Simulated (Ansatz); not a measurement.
# ScF₃, space group R-3c: band-curvature effective masses by finite differences

Computed with the Python package of Ansatz (0.2.0).

The script, `mass_scf3.py`:
```python
# -*- coding: utf-8 -*-
import ansatz as az
from ase import Atoms
import numpy as np

atoms = Atoms(
    ["Sc", "Sc", "F", "F", "F", "F", "F", "F"],
    scaled_positions=[
        (0.0, 0.0, 0.0),
        (0.5, 0.5, 0.5),
        (0.8523, 0.25, 0.6477),
        (0.6477, 0.8523, 0.25),
        (0.25, 0.6477, 0.8523),
        (0.1477, 0.75, 0.3523),
        (0.3523, 0.1477, 0.75),
        (0.75, 0.3523, 0.1477),
    ],
    cell=[
        (2.622225, 1.513942, 4.703074),
        (-2.622225, 1.513942, 4.703074),
        (0.0, -3.027884, 4.703074),
    ],
    pbc=True,
)
scf3 = az.Crystal.from_ase(atoms)

model = scf3.calculation()
model = model.accuracy("medium")
model = model.kpoints(4, 4, 4)
model = model.mixing("broyden", ndim=12, beta=0.6)
model = model.functional(az.Functional.PBESOL).scf(tolerance=1e-06, max_iterations=60, self_checks="low")
model = model.eigensolver("auto", full_accuracy=True)
model = model.basis(530)
model = model.occupations("fixed")
out = model.band_table().run(threads=1)
data = out.report
levels = np.array(data["eigenvalues_ev"])
filled = round(data["n_electrons"] / 2)
edges = {"top filled band": (filled - 1, levels[:, filled - 1].argmax()), "lowest empty band": (filled, levels[:, filled].argmin())}
gap = levels[:, filled].min() - levels[:, filled - 1].max()
print(f"gap on the mesh {gap:.3f} eV")
if gap <= 0.05:
    print("no gap: band-edge masses have no meaning here")
    edges = {}
reciprocal = 2 * np.pi * np.linalg.inv(out.lattice.cell_ang).T
step = 0.006  # 1/A

pairs = [(0, 1), (0, 2), (1, 2)]
moves = [sign * axis for axis in np.eye(3) for sign in (-1, 1)]
moves += [s1 * np.eye(3)[i] + s2 * np.eye(3)[j] for i, j in pairs for s1 in (1, -1) for s2 in (1, -1)]
for name, (band, index) in edges.items():
    together = int(np.sum(np.abs(levels[index] - levels[index, band]) < 2e-3))
    print(name, "at k =", np.round(data["kpoints_frac"][index], 4), f"E = {levels[index, band]:.4f} eV, degeneracy {together}")
    centre = np.array(data["kpoints_frac"][index]) @ reciprocal
    points = [centre] + [centre + step * move for move in moves]
    table = model.band_structure(points, intervals=1, cartesian=True).run(threads=1).band_structure().channels[0].eigenvalues_ev
    if together > 1:
        level = np.flatnonzero(np.abs(levels[index] - levels[index, band]) < 2e-3)
        along = (table[1, level] + table[2, level] - 2 * table[0, level]) / step ** 2
        print("  degenerate level, no single mass tensor; masses of its branches along x:", np.round(7.61996 / along, 3), "m_e")
        continue
    e = table[:, band]
    hessian = np.diag((e[1:7:2] + e[2:7:2] - 2 * e[0]) / step ** 2)
    for (i, j), (pp, pm, mp, mm) in zip(pairs, e[7:].reshape(3, 4)):
        hessian[i, j] = hessian[j, i] = (pp - pm - mp + mm) / (4 * step ** 2)
    curvatures, axes = np.linalg.eigh(hessian)
    slope = (e[2:7:2] - e[1:7:2]) / (2 * step)
    print("  slope (eV A):", np.round(slope, 3) + 0.0, "" if np.abs(slope).max() < 0.05 else "- no extremum here, so these are local curvatures and no band-edge masses")
    for curvature, axis in zip(curvatures, axes.T):
        print(f"  principal mass {7.61996 / curvature:8.3f} m_e along", np.round(axis, 2) + 0.0)
```

```console
$ python mass_scf3.py
gap on the mesh 6.816 eV
top filled band at k = [ 0.  -0.5 -0.5] E = 0.8165 eV, degeneracy 1
  slope (eV A): [0. 0. 0.]
  principal mass   -7.606 m_e along [0.79 0.45 0.42]
  principal mass   -8.531 m_e along [ 0.5  -0.87  0.  ]
  principal mass   44.849 m_e along [-0.36 -0.21  0.91]
lowest empty band at k = [0. 0. 0.] E = 7.6323 eV, degeneracy 2
  degenerate level, no single mass tensor; masses of its branches along x: [2.709 2.064] m_e
```

Reading the output:
- The settings weren't tested for convergence.
- Spin is left out of this run.
- Semilocal gaps usually lie well under measured ones.
- The starting cell is as deposited in a crystallographic database; the results hold for this polymorph, which needn't be the stable one.
- Levels are Kohn-Sham eigenvalues on this mesh.
- The masses are finite-difference curvatures at extrema found on a coarse mesh, which needn't be the true band edges; a step that is long against the gap makes them too heavy. At a valence maximum the curvature is negative (the hole mass is its size); mixed signs mark a saddle. Spin-orbit coupling is left out, and light masses scale with the Kohn-Sham gap.
- It ran for 32 s on 1 thread of Arm Neoverse V2, with other jobs on the host, peak memory 0.48 GiB.
